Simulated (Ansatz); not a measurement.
# CH8OSeSi: the cost of one run

Method: RKS PBE0/def2-SVP, in Ansatz 0.2.0.

**1. The starting structure**

Bond lengths: Si1–O3 1.613 Å, O3–C4 1.401 Å, Si1–H5 1.448 Å, Si1–H6 1.454 Å, Si1–Se8 2.699 Å, C4–H9 1.092 Å, C4–H10 1.093 Å, C4–H11 1.090 Å, Se8–H12 1.429 Å. Angles: Si1–O3–C4 134.4°, O3–Si1–H5 94.1°, O3–Si1–H6 109.5°, O3–Si1–Se8 100.5°, H5–Si1–H6 139.2°, H5–Si1–Se8 111.4°, H6–Si1–Se8 96.9°, O3–C4–H9 110.8°, O3–C4–H10 110.0°, O3–C4–H11 108.1°, H9–C4–H10 109.0°, H9–C4–H11 109.6°, H10–C4–H11 109.4°, Si1–Se8–H12 92.3°.

Coordinates:

```xyz
12

Si    0.2504   -0.1211    0.9638
H     2.0596    0.0255    1.4516
O    -1.1608   -0.4408    0.2504
C    -1.9288    0.1978   -0.7316
H     0.4229   -1.4706    1.4596
H     0.2431    1.2433    1.4671
H     2.5709    0.2005    0.6399
Se    1.8008    0.3378   -1.1977
H    -2.4738    1.0439   -0.3080
H    -1.2819    0.5580   -1.5360
H    -2.6359   -0.5281   -1.1339
H     2.1334   -1.0463   -1.3252
```

**2. A restrained relaxation towards end A**

Springs on the bonds that form and break draw the guess towards this end; the thresholds are loose.

File input.yaml:

```yaml
crystal:
  periodic: [false, false, false]
  atoms:
    - { symbol: Si, position_ang: [0.2504, -0.1211, 0.9638] }
    - { symbol: H, position_ang: [2.0596, 0.0255, 1.4516] }
    - { symbol: O, position_ang: [-1.1608, -0.4408, 0.2504] }
    - { symbol: C, position_ang: [-1.9288, 0.1978, -0.7316] }
    - { symbol: H, position_ang: [0.4229, -1.4706, 1.4596] }
    - { symbol: H, position_ang: [0.2431, 1.2433, 1.4671] }
    - { symbol: H, position_ang: [2.5709, 0.2005, 0.6399] }
    - { symbol: Se, position_ang: [1.8008, 0.3378, -1.1977] }
    - { symbol: H, position_ang: [-2.4738, 1.0439, -0.308] }
    - { symbol: H, position_ang: [-1.2819, 0.558, -1.536] }
    - { symbol: H, position_ang: [-2.6359, -0.5281, -1.1339] }
    - { symbol: H, position_ang: [2.1334, -1.0463, -1.3252] }
basis:
  gaussian: { orbitals: def2-SVP }
hamiltonian:
  xc: pbe0
relax:
  f_tol: 0.15
  max_steps: 25
  restrain:
    - { distance: [0, 7], at: 3.61, k: 30.0 }
    - { distance: [6, 1], at: 1.92, k: 30.0 }
    - { distance: [0, 1], at: 1.42, k: 30.0 }
    - { distance: [6, 7], at: 1.51, k: 30.0 }
output:
  orbitals: {}
```

Command:

```console
> ansatz run input.yaml --threads 2 --pin off --max-ram 3072MiB --backend cpu --events-out ev --progress --plain --runs-dir out
```

**Question.** How long does this run take on 2 threads of AMD EPYC 9R45 (Zen 5), shared host, and how much memory does it need?

About 23 s, with a peak of 0.31 GiB.
